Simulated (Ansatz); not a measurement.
# ZnS (Wurtzite-4H): a point defect seen from the nuclei (P on an S site), part 2 of 3

How do the nuclei near a point defect see it? The defect is P on an S site in ZnS (Wurtzite-4H) (cell charge -1), first unrelaxed. The cell is a supercell built from a COD entry. Planned: a single point, then a relaxation, then a check of dispersion.

Ansatz 0.2.0; DFT, PBE, plane-wave PAW, default files, scalar-relativistic, as far as a step names no other. Earlier steps stand in the parts before.

## (3) Ions relaxed

input.yaml, as its differences from that of step 2:

```diff
@@ -45 +45,8 @@
     contact_densities: true
+  write_density: true
+  write_potential: true
+  elf: true
+  volumetric_format: npy
+relax:
+  f_tol: 0.03
+  max_steps: 40
```

Command:

```
ansatz run input.yaml --threads 1 --pin off --max-ram 3072MiB --backend cpu --events-out ev --progress --plain --runs-dir out
```

Log:

```text
Warning: output.stress: scf.convergence.dr2_threshold = 1e-7 eV (the SCF's general default) is looser than the 2.4e-9 eV advised for a printed stress (1e-10 eV for each atom of the cell: 24). What an SCF threshold leaves in a stress goes as its square root, and in the free energy as the threshold itself, and one threshold admits the most on a small cell: of the crystals measured, under no hybrid functional and no lock of the moments, on runs that ended without the residual-converged pass, on stresses that held no estimate of that error, the worst erred by over 100 MPa in a component at 1e-7 eV an atom and by under 5 at 1e-10. Every solve of this run answers to scf.convergence.dr2_threshold, and the tensor of one is reported: a single SCF on the reported geometry and on this run's grids (its basis.xc_grid and basis.ecutrho_ratio typed), with scf.convergence.dr2_threshold at 2.4e-9 eV or tighter, prints it and tightens no other solve. Else set scf.convergence.dr2_threshold to 2.4e-9 eV or tighter. The threshold is an SCF's pass mark: one that does not reach it within its budget of iterations ends unconverged, or closes short of it on a stop that the run arms, and scf.convergence.dr2_threshold's page says what that costs each kind of run
Warning: RAYON_NUM_THREADS=1 ignored (pool sized by the plan → 1); use --threads N
[... 10 set-up lines as earlier in the session ...]
Crystal: 24 atoms, lattice volume = 475.332 Å³
Basis set: ecut = 420 eV, 9245 PW (Γ), exchange–correlation on 90×90×180 points (8 copies of the dense FFT grid, shifted against one another)
Bands: 132, of which v1, the nominal top of the filled ones, is band 108 counted from 1 (107 counted from 0)
[... 2 set-up lines as earlier in the session ...]
k-points: 6 of 18 (time reversal used)
[... 10 set-up lines as earlier in the session ...]
SCF iter   1: F=—  HF=-50518.298728 eV  |F-HF|=—  |Δ(HF+E_count)|=         —  Δρ=2.12e-2  dr2=1.51e0  ethr=1.77e-3  ⟨swp⟩=8.7  Hψ=3799  notcnv=0  defer=46
preconditioner: auto → Resta (q_TF=auto, 2.392 Å⁻¹)  ε∞=7.0  [insulator: Δε(μ)=1.358 eV  Ē_g=10.215 eV  σ=0.010 eV  W_gap=1.00  n_scr=110 (ndim 8)  ℏωp=25.0 eV  f_vac=0.032  D(μ)=0.00/eV (n_scr^D=0)  ε∞_Penn≈7.0]
SCF iter   2: F=—  HF=-50517.870854 eV  |F-HF|=—  |Δ(HF+E_count)|=   4.28e-1  Δρ=2.63e-3  dr2=6.68e-2  ethr=7.01e-4  ⟨swp⟩=3.0  Hψ=1554  notcnv=0  defer=102
SCF iter   3: F=—  HF=-50517.787613 eV  |F-HF|=—  |Δ(HF+E_count)|=   8.32e-2  Δρ=3.12e-3  dr2=7.09e-2  ethr=3.09e-5  ⟨swp⟩=2.8  Hψ=1330  notcnv=0  defer=102
SCF iter   4: F=—  HF=-50517.771636 eV  |F-HF|=—  |Δ(HF+E_count)|=   1.60e-2  Δρ=7.96e-4  dr2=1.07e-2  ethr=3.09e-5  ⟨swp⟩=2.2  Hψ=1309  notcnv=0  defer=102
SCF iter   5: F=—  HF=-50517.772941 eV  |F-HF|=—  |Δ(HF+E_count)|=   1.31e-3  Δρ=4.38e-4  dr2=1.23e-3  ethr=4.95e-6  ⟨swp⟩=2.5  Hψ=1536  notcnv=0  defer=101
SCF iter   6: F=—  HF=-50517.772713 eV  |F-HF|=—  |Δ(HF+E_count)|=   2.29e-4  Δρ=2.19e-4  dr2=2.58e-4  ethr=5.69e-7  ⟨swp⟩=2.0  Hψ=1298  notcnv=0  defer=101
SCF iter   7: F=—  HF=-50517.772676 eV  |F-HF|=—  |Δ(HF+E_count)|=   3.60e-5  Δρ=7.55e-5  dr2=4.46e-5  ethr=1.19e-7  ⟨swp⟩=2.0  Hψ=1273  notcnv=0  defer=101
SCF iter   8: F=-50517.772706 eV  HF=-50517.772704 eV  |F-HF|=1.70e-6  |Δ(HF+E_count)|=   2.77e-5  Δρ=1.54e-5  dr2=1.82e-6  ethr=1.04e-8  ⟨swp⟩=10.7  Hψ=7383  notcnv=0
SCF 1 converged in 8 iterations: F = -50517.772706 eV  dr2 = 1.82e-6
relax step   1: F+E_penalty+E_count = -50517.77270585 eV  Δ(F+E_penalty+E_count) = +0.000e0 eV  max|allowed force component| = 9.595e-1 eV/Å  Δτ_max = 0.0000 Å  (8 SCF iters, dr2 threshold 2.25e-5 eV, accepted)
Initial density: handed on by an earlier stage of this run
Initial wavefunctions: those handed on with the density
iter 1 solved again at ethr=7.82e-6 eV; its pass at ethr=3.10e-3 eV (dr2=1.69e-2 eV) is discarded
SCF iter   1: F=—  HF=-50517.918016 eV  |F-HF|=—  |Δ(HF+E_count)|=         —  Δρ=1.72e-3  dr2=1.65e-2  ethr=7.82e-6  ⟨swp⟩=3.0  Hψ=2975  notcnv=0  defer=101
preconditioner: auto → Resta (q_TF=auto, 2.392 Å⁻¹)  ε∞=6.6  [insulator: Δε(μ)=1.240 eV  Ē_g=10.572 eV  σ=0.010 eV  W_gap=1.00  n_scr=110 (ndim 8)  ℏωp=25.0 eV  f_vac=0.027  D(μ)=0.00/eV (n_scr^D=0)  ε∞_Penn≈6.6]
SCF iter   2: F=—  HF=-50517.915562 eV  |F-HF|=—  |Δ(HF+E_count)|=   2.45e-3  Δρ=9.34e-4  dr2=5.36e-3  ethr=7.66e-6  ⟨swp⟩=2.7  Hψ=853  notcnv=0  defer=101
SCF iter   3: F=—  HF=-50517.914935 eV  |F-HF|=—  |Δ(HF+E_count)|=   6.27e-4  Δρ=5.53e-4  dr2=1.38e-3  ethr=2.48e-6  ⟨swp⟩=2.7  Hψ=1325  notcnv=0  defer=101
SCF iter   4: F=—  HF=-50517.914344 eV  |F-HF|=—  |Δ(HF+E_count)|=   5.91e-4  Δρ=1.52e-4  dr2=2.32e-4  ethr=6.39e-7  ⟨swp⟩=2.0  Hψ=1319  notcnv=0  defer=101
SCF iter   5: F=-50517.914309 eV  HF=-50517.914308 eV  |F-HF|=8.39e-7  |Δ(HF+E_count)|=   3.64e-5  Δρ=5.92e-5  dr2=1.85e-5  ethr=2.66e-8  ⟨swp⟩=9.5  Hψ=6787  notcnv=0
SCF 2 converged in 5 iterations: F = -50517.914309 eV  dr2 = 1.85e-5
relax step   2: F+E_penalty+E_count = -50517.91430879 eV  Δ(F+E_penalty+E_count) = -1.416e-1 eV  max|allowed force component| = 4.199e-1 eV/Å  Δτ_max = 0.0573 Å  (5 SCF iters, dr2 threshold 5.75e-5 eV, accepted)
SCF iter   1: F=—  HF=-50517.953449 eV  |F-HF|=—  |Δ(HF+E_count)|=         —  Δρ=1.25e-3  dr2=1.08e-2  ethr=4.27e-5  ⟨swp⟩=6.7  Hψ=2028  notcnv=0  defer=101
preconditioner: auto → Resta (q_TF=auto, 2.392 Å⁻¹)  ε∞=6.6  [insulator: Δε(μ)=1.423 eV  Ē_g=10.577 eV  σ=0.010 eV  W_gap=1.00  n_scr=110 (ndim 8)  ℏωp=25.0 eV  f_vac=0.027  D(μ)=0.00/eV (n_scr^D=0)  ε∞_Penn≈6.6]
SCF iter   2: F=—  HF=-50517.951617 eV  |F-HF|=—  |Δ(HF+E_count)|=   1.83e-3  Δρ=6.79e-4  dr2=3.57e-3  ethr=5.01e-6  ⟨swp⟩=2.5  Hψ=1042  notcnv=0  defer=99
SCF iter   3: F=—  HF=-50517.950994 eV  |F-HF|=—  |Δ(HF+E_count)|=   6.24e-4  Δρ=2.87e-4  dr2=5.02e-4  ethr=1.65e-6  ⟨swp⟩=2.3  Hψ=1326  notcnv=0  defer=99
SCF iter   4: F=—  HF=-50517.950842 eV  |F-HF|=—  |Δ(HF+E_count)|=   1.51e-4  Δρ=1.50e-4  dr2=1.48e-4  ethr=2.32e-7  ⟨swp⟩=2.0  Hψ=1306  notcnv=0  defer=99
SCF iter   5: F=—  HF=-50517.950808 eV  |F-HF|=—  |Δ(HF+E_count)|=   3.37e-5  Δρ=4.69e-5  dr2=1.61e-5  ethr=6.85e-8  ⟨swp⟩=2.0  Hψ=1276  notcnv=0  defer=99
SCF iter   6: F=-50517.950810 eV  HF=-50517.950810 eV  |F-HF|=4.78e-8  |Δ(HF+E_count)|=   1.86e-6  Δρ=1.20e-5  dr2=1.23e-6  ethr=5.10e-9  ⟨swp⟩=10.0  Hψ=6862  notcnv=0
SCF 3 converged in 6 iterations: F = -50517.950810 eV  dr2 = 1.23e-6
relax step   3: F+E_penalty+E_count = -50517.95081040 eV  Δ(F+E_penalty+E_count) = -3.650e-2 eV  max|allowed force component| = 5.380e-2 eV/Å  Δτ_max = 0.0355 Å  (6 SCF iters, dr2 threshold 1.10e-5 eV, accepted)
SCF iter   1: F=—  HF=-50517.951786 eV  |F-HF|=—  |Δ(HF+E_count)|=         —  Δρ=2.31e-4  dr2=1.49e-4  ethr=1.68e-6  ⟨swp⟩=5.5  Hψ=1811  notcnv=0  defer=99
preconditioner: auto → Resta (q_TF=auto, 2.392 Å⁻¹)  ε∞=6.6  [insulator: Δε(μ)=1.475 eV  Ē_g=10.581 eV  σ=0.010 eV  W_gap=1.00  n_scr=110 (ndim 8)  ℏωp=25.0 eV  f_vac=0.027  D(μ)=0.00/eV (n_scr^D=0)  ε∞_Penn≈6.6]
SCF iter   2: F=—  HF=-50517.951767 eV  |F-HF|=—  |Δ(HF+E_count)|=   1.88e-5  Δρ=1.26e-4  dr2=5.11e-5  ethr=6.90e-8  ⟨swp⟩=2.0  Hψ=1026  notcnv=0  defer=99
SCF iter   3: F=—  HF=-50517.951510 eV  |F-HF|=—  |Δ(HF+E_count)|=   2.57e-4  Δρ=5.73e-5  dr2=1.14e-5  ethr=2.36e-8  ⟨swp⟩=2.0  Hψ=1275  notcnv=0  defer=99
SCF iter   4: F=—  HF=-50517.951505 eV  |F-HF|=—  |Δ(HF+E_count)|=   5.51e-6  Δρ=1.41e-5  dr2=1.76e-6  ethr=5.30e-9  ⟨swp⟩=2.0  Hψ=1268  notcnv=0  defer=99
SCF iter   5: F=—  HF=-50517.951505 eV  |F-HF|=—  |Δ(HF+E_count)|=   4.23e-8  Δρ=4.16e-6  dr2=1.42e-7  ethr=8.15e-10  ⟨swp⟩=2.2  Hψ=1355  notcnv=0  defer=99
SCF iter   6: F=-50517.951505 eV  HF=-50517.951505 eV  |F-HF|=4.63e-8  |Δ(HF+E_count)|=   5.25e-8  Δρ=3.14e-6  dr2=3.37e-8  ethr=4.63e-11  ⟨swp⟩=8.0  Hψ=5121  notcnv=0
SCF 4 converged in 6 iterations: F = -50517.951505 eV  dr2 = 3.37e-8
relax step   4: F+E_penalty+E_count = -50517.95150467 eV  Δ(F+E_penalty+E_count) = -6.943e-4 eV  max|allowed force component| = 7.933e-3 eV/Å  Δτ_max = 0.0061 Å  (6 SCF iters, accepted)
NSCF: frozen V_eff on 6 k-points
the band table was solved once a step of the walk had ended and its energy, with any forces and stress, was formed, with the checks that follow a solve (3793 applications of the Hamiltonian). They found nothing against the state; the energy, forces and stress were not computed again (output.eigenvalues in the input reference)
SCF converged after 6 iterations
Free energy (F): -50517.951505 eV
Harris-Foulkes:  -50517.951505 eV  (|F-HF|=4.63e-8)
Internal energy: -50517.951505 eV  (E = F + TS)
E sigma→0 (E₀):  -50517.951505 eV
Fermi energy:    7.197781 eV
--- Per-component energies (eV) ---
[... 15 lines left out ...]
--- Forces (eV/Å), atoms counted from 1 ---
  atom   1  Zn    -0.00000000     0.00000000    -0.00636061
  atom   2  Zn     0.00000000     0.00000000    -0.00206971
  atom   3  Zn     0.00000000     0.00000000    -0.00206971
  atom   4  Zn     0.00000000    -0.00000000     0.00102150
  atom   5  Zn     0.00000000    -0.00000000    -0.00252182
  atom   6  Zn     0.00000000    -0.00000000    -0.00252182
  atom   7  Zn     0.00000000    -0.00110563    -0.00279561
  atom   8  Zn     0.00095751     0.00055282    -0.00279561
  atom   9  Zn    -0.00095751     0.00055282    -0.00279561
  atom  10  Zn    -0.00001926    -0.00001112     0.00212791
  atom  11  Zn     0.00000000     0.00002224     0.00212791
  atom  12  Zn     0.00001926    -0.00001112     0.00212791
  atom  13  P      0.00000000     0.00000000     0.00793345
  atom  14  S      0.00000000     0.00000000     0.00108625
  atom  15  S      0.00000000    -0.00000000     0.00108625
  atom  16  S      0.00000000    -0.00000000    -0.00110964
  atom  17  S     -0.00000000     0.00000000     0.00156411
  atom  18  S      0.00000000     0.00000000     0.00156411
  atom  19  S      0.00000000     0.00010315     0.00059233
  atom  20  S     -0.00008933    -0.00005158     0.00059233
  atom  21  S      0.00008933    -0.00005158     0.00059233
  atom  22  S      0.00225873     0.00130408     0.00087529
  atom  23  S      0.00000000    -0.00260816     0.00087529
  atom  24  S     -0.00225873     0.00130408     0.00087529
  max |Σ_I F_I| component: 2.09e-6 eV/Å
--- Stress (GPa, compression-positive) ---
        1.862426       0.000000       0.000000
        0.000000       1.862426      -0.000000
        0.000000      -0.000000       1.761328
  P = ⅓ Tr σ = 1.8287 GPa (18.287 kbar)
--- PAW observables at the nuclei: V_zz in 10²¹ V/m², potentials from the cell's mean, atoms counted from 1 ---
  atom   1  Zn V_zz =    -5.955903   η = 0.0000   by run symmetry: allowed   C_q = -17.5696 MHz
            electrostatic potential = -3941.781721 V   contact ρ = 166609.586089 e/Å³
  atom   2  Zn V_zz =    -1.318134   η = 0.0000   by run symmetry: allowed   C_q = -3.8884 MHz
            electrostatic potential = -3941.470655 V   contact ρ = 166603.998116 e/Å³
  atom   3  Zn V_zz =    -1.318134   η = 0.0000   by run symmetry: allowed   C_q = -3.8884 MHz
            electrostatic potential = -3941.470655 V   contact ρ = 166603.998116 e/Å³
  atom   4  Zn V_zz =    +1.407009   η = 0.0000   by run symmetry: allowed   C_q = +4.1506 MHz
            electrostatic potential = -3941.372097 V   contact ρ = 166604.010457 e/Å³
  atom   5  Zn V_zz =    +0.869092   η = 0.0000   by run symmetry: allowed   C_q = +2.5638 MHz
            electrostatic potential = -3941.382407 V   contact ρ = 166604.433166 e/Å³
  atom   6  Zn V_zz =    +0.869092   η = 0.0000   by run symmetry: allowed   C_q = +2.5638 MHz
            electrostatic potential = -3941.382407 V   contact ρ = 166604.433166 e/Å³
  atom   7  Zn V_zz =    -5.721079   η = 0.4793   by run symmetry: allowed   C_q = -16.8769 MHz
            electrostatic potential = -3941.932923 V   contact ρ = 166609.440563 e/Å³
  atom   8  Zn V_zz =    -5.721079   η = 0.4793   by run symmetry: allowed   C_q = -16.8769 MHz
            electrostatic potential = -3941.932923 V   contact ρ = 166609.440563 e/Å³
  atom   9  Zn V_zz =    -5.721079   η = 0.4793   by run symmetry: allowed   C_q = -16.8769 MHz
            electrostatic potential = -3941.932923 V   contact ρ = 166609.440563 e/Å³
  atom  10  Zn V_zz =    -1.208358   η = 0.0387   by run symmetry: allowed   C_q = -3.5646 MHz
            electrostatic potential = -3941.267105 V   contact ρ = 166604.446233 e/Å³
  atom  11  Zn V_zz =    -1.208358   η = 0.0387   by run symmetry: allowed   C_q = -3.5646 MHz
            electrostatic potential = -3941.267105 V   contact ρ = 166604.446233 e/Å³
  atom  12  Zn V_zz =    -1.208358   η = 0.0387   by run symmetry: allowed   C_q = -3.5646 MHz
            electrostatic potential = -3941.267105 V   contact ρ = 166604.446233 e/Å³
  atom  13  P  V_zz =    +0.822948   η = 0.0000   by run symmetry: allowed
            electrostatic potential = -1495.368436 V   contact ρ = 16017.048985 e/Å³
  atom  14  S  V_zz =    +2.253442   η = 0.0000   by run symmetry: allowed   C_q = -3.7815 MHz
            electrostatic potential = -1633.312180 V   contact ρ = 19765.229157 e/Å³
  atom  15  S  V_zz =    +2.253442   η = 0.0000   by run symmetry: allowed   C_q = -3.7815 MHz
            electrostatic potential = -1633.312180 V   contact ρ = 19765.229157 e/Å³
  atom  16  S  V_zz =    -0.423329   η = 0.0000   by run symmetry: allowed   C_q = +0.7104 MHz
            electrostatic potential = -1632.785179 V   contact ρ = 19765.264413 e/Å³
  atom  17  S  V_zz =    -0.467174   η = 0.0000   by run symmetry: allowed   C_q = +0.7840 MHz
            electrostatic potential = -1632.792342 V   contact ρ = 19765.164551 e/Å³
  atom  18  S  V_zz =    -0.467174   η = 0.0000   by run symmetry: allowed   C_q = +0.7840 MHz
            electrostatic potential = -1632.792342 V   contact ρ = 19765.164551 e/Å³
  atom  19  S  V_zz =    -1.667215   η = 0.0672   by run symmetry: allowed   C_q = +2.7977 MHz
            electrostatic potential = -1633.004370 V   contact ρ = 19765.296938 e/Å³
  atom  20  S  V_zz =    -1.667215   η = 0.0672   by run symmetry: allowed   C_q = +2.7977 MHz
            electrostatic potential = -1633.004370 V   contact ρ = 19765.296938 e/Å³
  atom  21  S  V_zz =    -1.667215   η = 0.0672   by run symmetry: allowed   C_q = +2.7977 MHz
            electrostatic potential = -1633.004370 V   contact ρ = 19765.296938 e/Å³
  atom  22  S  V_zz =    -1.370646   η = 0.9883   by run symmetry: allowed   C_q = +2.3001 MHz
            electrostatic potential = -1633.005715 V   contact ρ = 19765.342762 e/Å³
  atom  23  S  V_zz =    -1.370646   η = 0.9883   by run symmetry: allowed   C_q = +2.3001 MHz
            electrostatic potential = -1633.005715 V   contact ρ = 19765.342762 e/Å³
  atom  24  S  V_zz =    -1.370646   η = 0.9883   by run symmetry: allowed   C_q = +2.3001 MHz
            electrostatic potential = -1633.005715 V   contact ρ = 19765.342762 e/Å³
--- Band table (eV; the first three rows and the last of 6) ---
[... 4 lines left out ...]
--- Relaxed structure (4 steps of the walk, 4 accepted, 0 SCFs on fresh bases) ---
  F+E_penalty+E_count = -50517.95150467 eV   max|allowed force component| = 7.933e-3 eV/Å
  atoms:
    - { symbol: Zn, position: [1.0420874284376488e-18, -1.0582064993075222e-18, 0.007547017959529966] }
    - { symbol: Zn, position: [0.33333333333333326, 0.6666666666666666, 0.002969485503503861] }
    - { symbol: Zn, position: [0.6666666666666666, 0.33333333333333326, 0.002969485503503861] }
    - { symbol: Zn, position: [-5.067881096371911e-19, 4.906690387673186e-19, 0.49648016690009605] }
    - { symbol: Zn, position: [0.33333333333333326, 0.6666666666666666, 0.49972927526555905] }
    - { symbol: Zn, position: [0.6666666666666666, 0.33333333333333326, 0.49972927526555905] }
    - { symbol: Zn, position: [0.32614407783981625, 0.32614407783981625, 0.24564216141533302] }
    - { symbol: Zn, position: [0.6738559221601838, 1.1102230246251565e-16, 0.24564216141533302] }
    - { symbol: Zn, position: [1.1102230246251565e-16, 0.6738559221601838, 0.24564216141533302] }
    - { symbol: Zn, position: [0.3332980650577262, 1.0, 0.7510905766576299] }
    - { symbol: Zn, position: [0.666701934942274, 0.666701934942274, 0.7510905766576299] }
    - { symbol: Zn, position: [2.7755575615628914e-17, 0.3332980650577261, 0.7510905766576299] }
    - { symbol: P, position: [1.9170182582833712e-19, -2.0782089669821184e-19, 0.1889709385226621] }
    - { symbol: S, position: [0.33333333333333326, 0.6666666666666666, 0.18839459361521096] }
    - { symbol: S, position: [0.6666666666666666, 0.33333333333333326, 0.18839459361521096] }
    - { symbol: S, position: [-2.238356165028239e-19, 2.0771654563295162e-19, 0.6860018871877739] }
    - { symbol: S, position: [0.33333333333333326, 0.6666666666666666, 0.6872274432682088] }
    - { symbol: S, position: [0.6666666666666666, 0.33333333333333326, 0.6872274432682088] }
    - { symbol: S, position: [0.3358689973664796, 0.3358689973664796, 0.43842376572947095] }
    - { symbol: S, position: [0.6641310026335203, 5.551115123125783e-17, 0.43842376572947095] }
    - { symbol: S, position: [5.551115123125783e-17, 0.6641310026335203, 0.43842376572947095] }
    - { symbol: S, position: [0.3342723141817691, 1.0, 0.936296294239224] }
    - { symbol: S, position: [0.6657276858182309, 0.6657276858182309, 0.936296294239224] }
    - { symbol: S, position: [2.7755575615628914e-17, 0.33427231418176906, 0.936296294239224] }
--- Löwdin populations: 24 sites ---
  site symbol       q [e]
     0     Zn     10.7622
     1     Zn     10.7307
     2     Zn     10.7307
     3     Zn     10.7297
     4     Zn     10.7255
     5     Zn     10.7255
     6     Zn     10.7515
     7     Zn     10.7515
     8     Zn     10.7515
     9     Zn     10.7305
    10     Zn     10.7305
    11     Zn     10.7305
    12      P      6.5073
    13      S      7.1082
    14      S      7.1082
    15      S      7.1055
    16      S      7.1056
    17      S      7.1056
    18      S      7.1071
    19      S      7.1071
    20      S      7.1071
    21      S      7.1082
    22      S      7.1082
    23      S      7.1082
  spilling = 0.011405 (of n_electrons = 216.000000)
```

Wall time 3.2 min (1 thread of Arm Neoverse V1, shared host); peak memory 0.94 GiB.

The steps of the relaxation:

```csv
step,energy change (eV),largest force component (eV/Å)
1,0.0000,0.959
2,-0.1416,0.420
3,-0.1781,0.054
4,-0.1788,0.008
```

Largest displacement: 0.094 Å (atom 1, Zn); mean 0.027 Å.

The run ends with gap on the mesh 1.48 eV, largest force 0.008 eV/Å, pressure 1.8 GPa.

Against step 2 (V_zz in 10²¹ V/m²):

```csv
site,atoms,"V_zz, PBE","V_zz, PBE relaxed","η, PBE","η, PBE relaxed"
P,13,1.10,0.82,0.00,0.00
Zn7,"7, 8, 9",-4.35,-5.72,0.35,0.48
Zn1,1,-4.39,-5.96,0.00,0.00
S14,"14, 15",2.95,2.25,0.00,0.00
S22,"22, 23, 24",-1.23,-1.37,0.76,0.99
S19,"19, 20, 21",-1.54,-1.67,0.01,0.07
Zn4,4,0.68,1.41,0.00,0.00
Zn2,"2, 3",-0.62,-1.32,0.00,0.00
Zn5,"5, 6",0.78,0.87,0.00,0.00
Zn10,"10, 11, 12",-0.80,-1.21,0.04,0.04
S16,16,-0.46,-0.42,0.00,0.00
S17,"17, 18",-0.65,-0.47,0.00,0.00
```

The printed gradients, by site: 11 of 12, those nearest the defect, the farthest of each element and the two largest gradients.

```csv
site,atoms,distance from the defect (Å),V_zz (10²¹ V/m²),η,C_Q (MHz)
P,13,0.00,0.82,0.00,–
Zn1,1,2.27,-5.96,0.00,-17.6 (⁶⁷Zn)
Zn7,"7, 8, 9",2.27,-5.72,0.48,-16.9 (⁶⁷Zn)
S14,"14, 15",3.82,2.25,0.00,-3.78 (³³S)
S19,"19, 20, 21",3.83,-1.67,0.07,2.80 (³³S)
Zn4,4,3.85,1.41,0.00,4.15 (⁶⁷Zn)
S22,"22, 23, 24",3.86,-1.37,0.99,2.30 (³³S)
Zn2,"2, 3",4.48,-1.32,0.00,-3.89 (⁶⁷Zn)
Zn5,"5, 6",5.45,0.87,0.00,2.56 (⁶⁷Zn)
Zn10,"10, 11, 12",5.91,-1.21,0.04,-3.56 (⁶⁷Zn)
S17,"17, 18",7.32,-0.47,0.00,0.784 (³³S)
```

Direction of the V_zz axis (Cartesian unit vector):

```csv
site,atom,x,y,z
Zn1,1,0.00,0.00,1.00
Zn2,2,0.00,0.00,1.00
Zn4,4,0.00,0.00,1.00
Zn5,5,0.00,0.00,1.00
Zn7,7,0.00,0.98,0.19
Zn10,10,0.07,0.04,1.00
P,13,0.00,0.00,1.00
S14,14,0.00,0.00,1.00
S16,16,0.00,0.00,1.00
S17,17,0.00,0.00,1.00
```

The sizes of the gradients above 0.15 moved by 27 % in the median, over a factor of two at the site that moves most (small gradients counted from 0.15; Zn2, -0.62 to -1.32).

Density in a lattice plane of the grid's cell (edges 6.62 and 12.52 Å, at 0.000 of the third edge), which holds Zn and P and S.

Values in e/Å³, 12 rows by 6 columns:
```
 0.16  0.40  0.54  0.32  0.03  0.07
 0.04  0.10  0.53  0.10  0.01  0.03
 0.79  0.38 38.72  0.17  0.01  0.18
 0.48  0.42  0.20  0.08  0.03  0.32
 0.46  0.09  0.02  0.03  0.03  0.10
40.56  0.20  0.02  0.20  0.84  0.39
 0.29  0.08  0.02  0.31  0.66  0.39
 0.07  0.03  0.02  0.08  0.37  0.10
 0.57  0.20  0.02  0.14 36.88  0.47
 0.25  0.28  0.03  0.08  0.33  0.41
 0.65  0.12  0.04  0.03  0.03  0.12
41.59  0.37  0.78  0.18  0.01  0.20
```
Columns run along the first of these edges and rows up along the second, over one cell in 6 and 12 even steps from the bottom left corner. Atoms in the plane (fractional): Zn at (0.00, 0.01), Zn at (1.00, 0.50), Zn at (0.67, 0.25), Zn at (0.33, 0.75), P at (0.00, 0.19), S at (1.00, 0.69), S at (0.66, 0.44), S at (0.33, 0.94).

ELF in the same plane.

Ten even steps from '0' (0.00) to '9' (0.83):
```
128908820012
128969810001
003787400000
431102100013
993000100169
098212100188
798211000179
873000000037
121000145311
002001699940
011001880971
110001798971
000000378620
542000121224
797200100059
058200110288
587100012388
874000000157
022243100022
003999610010
```
Columns run along the first of these edges and rows up along the second, over one cell in 12 and 20 even steps from the bottom left corner. Atoms in the plane (fractional): Zn at (0.00, 0.01), Zn at (1.00, 0.50), Zn at (0.67, 0.25), Zn at (0.33, 0.75), P at (0.00, 0.19), S at (1.00, 0.69), S at (0.66, 0.44), S at (0.33, 0.94).

Both are smooth fields of the valence electrons: close to the nuclei they are not physical.

The highest ELF values outside the cores: 0.90 on the P–Zn line, 0.8 Å from P; 0.90 on the S–Zn line, 0.8 Å from S.

[end of part 2 of 3]
